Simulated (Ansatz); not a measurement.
Nudged elastic band run: LiSi16

The input (input.yaml):

```yaml
crystal:
  lattice:
    - [0.0, 5.43, 5.43]
    - [5.43, 0.0, 5.43]
    - [5.43, 5.43, 0.0]
  atoms:
    - { symbol: Si, position: [0.00073158, -0.00312287, 0.00129905] }
    - { symbol: Si, position: [0.12301138, 0.12674358, 0.12366664] }
    - { symbol: Si, position: [-0.00861841, 0.00292607, 0.50296084] }
    - { symbol: Si, position: [0.12302107, 0.12675387, 0.62678403] }
    - { symbol: Si, position: [0.0007308, 0.50125763, 0.00128925] }
    - { symbol: Si, position: [0.12467428, 0.62515066, 0.1251789] }
    - { symbol: Si, position: [0.00073199, 0.5012689, 0.49690537] }
    - { symbol: Si, position: [0.12301304, 0.62363201, 0.62677514] }
    - { symbol: Si, position: [0.5023161, 0.00287405, -0.0078927] }
    - { symbol: Si, position: [0.6262222, 0.12673482, 0.12363862] }
    - { symbol: Si, position: [0.50231979, 0.00290224, 0.50293423] }
    - { symbol: Si, position: [0.62452096, 0.12522166, 0.62526339] }
    - { symbol: Si, position: [0.49639893, 0.5012456, 0.00127621] }
    - { symbol: Si, position: [0.62622174, 0.62358661, 0.12362264] }
    - { symbol: Si, position: [0.5023174, 0.49206644, 0.50290977] }
    - { symbol: Si, position: [0.62622259, 0.62360507, 0.62676541] }
    - { symbol: Li, position: [0.37450286, 0.87523054, 0.37527472] }
magnetization:
  spin_polarized: true
basis:
  ecutwfc: 420.0
kpoints:
  mp_grid: { grid: [2, 2, 2] }
hamiltonian:
  xc: pbe
  dispersion: d3bj
  pseudopotentials: { kind: paw, azcp: { folder: soft_1 } }
scf:
  occupations: { method: gaussian, width: 0.05 }
  lower_state_search: "off"
neb:
  images: 5
  f_tol: 0.03
  initial_path: idpp
  max_iterations: 42
  spring: 2.0
  final_atoms:
    - { symbol: Si, position: [-0.0006774, 0.00048993, 0.00043098] }
    - { symbol: Si, position: [0.12176214, 0.12268357, 0.12263715] }
    - { symbol: Si, position: [-0.00209428, -0.00122018, 0.50195466] }
    - { symbol: Si, position: [0.1217003, 0.12267011, 0.63356856] }
    - { symbol: Si, position: [-0.0020953, 0.5020022, -0.0012626] }
    - { symbol: Si, position: [0.12169562, 0.63362473, 0.12262153] }
    - { symbol: Si, position: [-0.00212173, 0.50197788, 0.50192695] }
    - { symbol: Si, position: [0.12779138, 0.62427502, 0.62423144] }
    - { symbol: Si, position: [0.50105113, -0.00122178, -0.00126292] }
    - { symbol: Si, position: [0.63249259, 0.12270606, 0.12266053] }
    - { symbol: Si, position: [0.50099158, -0.00121556, 0.50197413] }
    - { symbol: Si, position: [0.62339771, 0.1286238, 0.6242365] }
    - { symbol: Si, position: [0.50098609, 0.50202115, -0.00125695] }
    - { symbol: Si, position: [0.62339615, 0.62427825, 0.12858426] }
    - { symbol: Si, position: [0.49951336, 0.50034521, 0.50030582] }
    - { symbol: Si, position: [0.62336554, 0.62428172, 0.62423922] }
    - { symbol: Li, position: [0.24929766, 1.25050521, 0.25044474] }
  order_check: true
```

Launched with:

```bash
$ ansatz run input.yaml --threads 2 --pin off --max-ram 5120MiB --backend cpu --events-out ev --progress --plain --runs-dir out
```

Output, in part (warnings, iteration lines):

```
NEB end point (image 0): max|allowed force component| = 1.314e-2 eV/Å (the criterion of neb.relax_end_points is 1.000e-2)
NEB end point (image 6): max|allowed force component| = 1.352e-2 eV/Å (the criterion of neb.relax_end_points is 1.000e-2)
NEB iter   1: max|band force component| = 1.458e0 eV/Å  barrier→ = 0.8395 eV  barrier← = 0.8395 eV  Δτ_max = 0.1078 Å  (61 SCF iters)
NEB iter   2: max|band force component| = 5.280e-1 eV/Å  barrier→ = 0.5547 eV  barrier← = 0.5547 eV  Δτ_max = 0.0686 Å  (35 SCF iters)
NEB iter   3: max|band force component| = 1.286e-1 eV/Å  barrier→ = 0.5043 eV  barrier← = 0.5043 eV  CI = image 3  Δτ_max = 0.0184 Å  (32 SCF iters)
NEB iter   4: max|band force component| = 2.533e-2 eV/Å  barrier→ = 0.5010 eV  barrier← = 0.5010 eV  CI = image 3  CI's point: of a kind that is not told: the force calls were inconclusive, a negative curvature could not be distinguished from the path's own, the only one lies far off the path, or fixed occupations may fill a level only in part  Δτ_max = 0.0000 Å  (229 SCF iters)
```

The run converged. By the program's own check the climbing image is of a kind that is not told: the force calls were inconclusive, a negative curvature could not be distinguished from the path's own, the only one lies far off the path, or fixed occupations may fill a level only in part (lowest curvatures found: -1.83 and 0.93 eV/Å²). Limits of this set-up: coarse k mesh, a small cell, in which the defect meets its images.

Final band (atoms are numbered from 1 in the order of the input):

| image | path coordinate (Å) | energy (eV) | Si8–Li17 (Å) | Si14–Li17 (Å) | Si15–Li17 (Å) |
| --- | --- | --- | --- | --- | --- |
| 0 | 0.00 | 0.00 | 2.73 | 2.73 | 2.40 |
| 1 | 0.42 | 0.10 | 2.93 | 2.93 | 2.59 |
| 2 | 0.84 | 0.36 | 3.21 | 3.20 | 2.96 |
| 3 | 1.26 | 0.50 | 3.52 | 3.52 | 3.38 |
| 4 | 1.68 | 0.36 | 3.86 | 3.85 | 3.82 |
| 5 | 2.10 | 0.10 | 4.20 | 4.20 | 4.28 |
| 6 | 2.52 | 0.00 | 4.50 | 4.50 | 4.70 |

Time of the run: 3.8 min on 2 threads of Arm Neoverse V1 (shared host), peak memory 1.5 GiB.
